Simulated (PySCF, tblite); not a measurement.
# C₃H₁₁NOSi₂: geometry, infrared bands and NMR shifts

What infrared bands and NMR shifts should C₃H₁₁NOSi₂ (`C=C[Si@H](O)[SiH2]NC`) show?

Computed with tblite 0.8.0 and PySCF 2.14.0, with density-fitted response routines of our own, on a single molecule in the gas phase. Atoms count from 0, in the outputs and in this text.

## (1) The molecule as given

18 atoms, charge 0, multiplicity 1; geometry from: force field or distance geometry start.

Bonds of the start (Å): C0–C1 1.33, C1–Si2 1.85, Si2–O3 1.75, Si2–Si4 2.24, Si4–N5 1.78, N5–C6 1.47, C0–H7 1.08, C0–H8 1.09, C1–H9 1.07, Si2–H10 1.46, O3–H11 0.96, Si4–H12 1.46, Si4–H13 1.47, N5–H14 1.04, C6–H15 1.12, C6–H16 1.10, C6–H17 1.13.

## (2) Optimising the geometry with GFN2-xTB

The job: settings as JSON, then the geometry in Å.

```
{"job": {"kind": "relax", "xc": "GFN2-xTB", "basis": "xTB"}, "charge": 0, "multiplicity": 1}
C     -2.669900    -1.205400     0.593800
C     -2.260700    -0.194600    -0.174300
Si    -1.152700     1.145600     0.456300
O     -1.827000     2.625600    -0.188000
Si     0.856900     0.720600    -0.445000
N      1.552100    -0.699700     0.371800
C      2.975000    -0.866700     0.060300
H     -3.316700    -1.944300     0.136800
H     -2.413600    -1.320900     1.643700
H     -2.584500    -0.188400    -1.195100
H     -1.088600     1.214200     1.912000
H     -1.496600     2.752800    -1.085000
H      1.699600     1.895500    -0.273100
H      0.594800     0.367300    -1.852000
H      1.083300    -1.578900     0.081200
H      3.565400    -0.550100     0.961100
H      3.269200    -0.234500    -0.796200
H      3.205300    -1.931800    -0.220100
```

Run with:

```
OMP_NUM_THREADS=1 python probes_run.py task.json out
```

This one command runs all jobs of the session in turn.

**Question.** This job is followed by: GFN2-xTB harmonic vibrations, gas phase; GIAO PBE0/pcSseg-1 NMR shielding, non-relativistic, gas phase. What will the session give for the following? strongest single infrared mode (GFN2-xTB); zero-point energy (GFN2-xTB); 13C shifts against TMS (PBE0/pcSseg-1); 1H shifts against TMS (PBE0/pcSseg-1, means over atoms taken as alike); 29Si shifts against TMS (PBE0/pcSseg-1); 17O shifts against H2O (PBE0/pcSseg-1); 15N shifts against NH3 (PBE0/pcSseg-1); surface potential, 1st and 99th percentile.

The runs gave:

| quantity | value |
| --- | --- |
| strongest single infrared mode (GFN2-xTB) | 2071 cm⁻¹, 446 km/mol |
| zero-point energy (GFN2-xTB) | 83.2 kcal/mol |
| 13C shifts against TMS (PBE0/pcSseg-1) | 147.7, 139.3, 35.6 ppm |
| 1H shifts against TMS (PBE0/pcSseg-1, means over atoms taken as alike) | 6.52, 6.37, 5.77, 5.55, 4.85, 4.59, 2.73, 0.37, -1.01 ppm |
| 29Si shifts against TMS (PBE0/pcSseg-1) | -11.4, -59.1 ppm |
| 17O shifts against H2O (PBE0/pcSseg-1) | 13.9 ppm |
| 15N shifts against NH3 (PBE0/pcSseg-1) | 4.6 ppm |
| surface potential, 1st and 99th percentile | -1.45 V and 2.06 V |

Relaxing lowered the energy by 0.803 eV in 147 steps; the close pair that moved most is Si2–O3, from 1.749 to 1.637 Å. The lowest mode is slightly imaginary (5i cm⁻¹), a soft motion within the noise of the Hessian, so the minimum is not strictly shown. The strongest single mode, at 2071 cm⁻¹, moves mainly H12. Unscaled tight-binding wavenumbers are off by several per cent, some by more. Its intensities can rank the bands wrongly. C1 (alkene CH) lies farthest downfield among carbon, at 147.7 ppm; the olefinic region. H9 (hydrogen on an alkene CH) lies farthest downfield among hydrogen, at 6.52 ppm; attached to an sp2 carbon and in the plane of the double bond. At PBE0/pcSseg-1, counted by nearest atom on the grid, the HOMO lies on N5 59 %; H12, H15 about 9 % each, the LUMO on C0, C1 about 16 % each; Si2 13 %.
